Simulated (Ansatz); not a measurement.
# C₂H₄BCl, SMILES ClC1BC1: a ladder of methods at one geometry

Computed with the Ansatz DFT code, driven from Python.

The cells in order, each with its output:

**Cell 1**
```python
import ansatz as az
from ase import Atoms
```

**Cell 2**
```python
atoms = Atoms(['Cl', 'C', 'B', 'C', 'H', 'H', 'H', 'H'], positions=[
    (-1.4276, 1.0981, -1.1786),
    (0.0505, 0.3737, -0.6986),
    (0.2772, 0.492, 0.8751),
    (-0.025, -0.8423, 0.0887),
    (0.9689, 0.4614, -1.3403),
    (0.5821, 1.1055, 1.8679),
    (0.7631, -1.578, 0.0246),
    (-1.0972, -1.1676, 0.3053),
])
system = az.Crystal.molecule_from_ase(atoms)
```

**Cell 3**
```python
calculation = system.calculation().basis(gaussian='def2-SVP')
```

**Cell 4**
```python
methods = ['mp2', 'ccsd', 'ccsd_t']
reports = [calculation.correlation(m).run(threads=1).report for m in methods]
print(f'Hartree-Fock reference {reports[0]["reference_energy_ev"] / 27.211386246:.6f} Ha')
best = reports[-1]['free_energy_ev'] - reports[-1]['reference_energy_ev']
for method, each in zip(methods, reports):
    gained = each['free_energy_ev'] - each['reference_energy_ev']
    print(f'{method:8s} total {each["free_energy_ev"] / 27.211386246:.6f} Ha  correlation {gained:9.4f} eV  ({100 * gained / best:.1f} % of the last)')
```
Output:
```text
Hartree-Fock reference -561.938335 Ha
mp2      total -562.424890 Ha  correlation  -13.2398 eV  (89.1 % of the last)
ccsd     total -562.467984 Ha  correlation  -14.4125 eV  (97.0 % of the last)
ccsd_t   total -562.484169 Ha  correlation  -14.8529 eV  (100.0 % of the last)
```

Reading the output:
- Total energies depend on the basis set; only differences at equal settings carry meaning.
- The geometry is a force-field or estimated start, not a minimum of this method, and the basis set is short of its limit. A lower total doesn't mark the better method: functionals have no common bound, and MP2 and coupled cluster aren't variational.
- Inner cores stay frozen, so this is valence correlation.
- Timing: 7.9 s on 1 thread of Arm Neoverse V2, with other jobs on the host, peak memory 0.31 GiB.
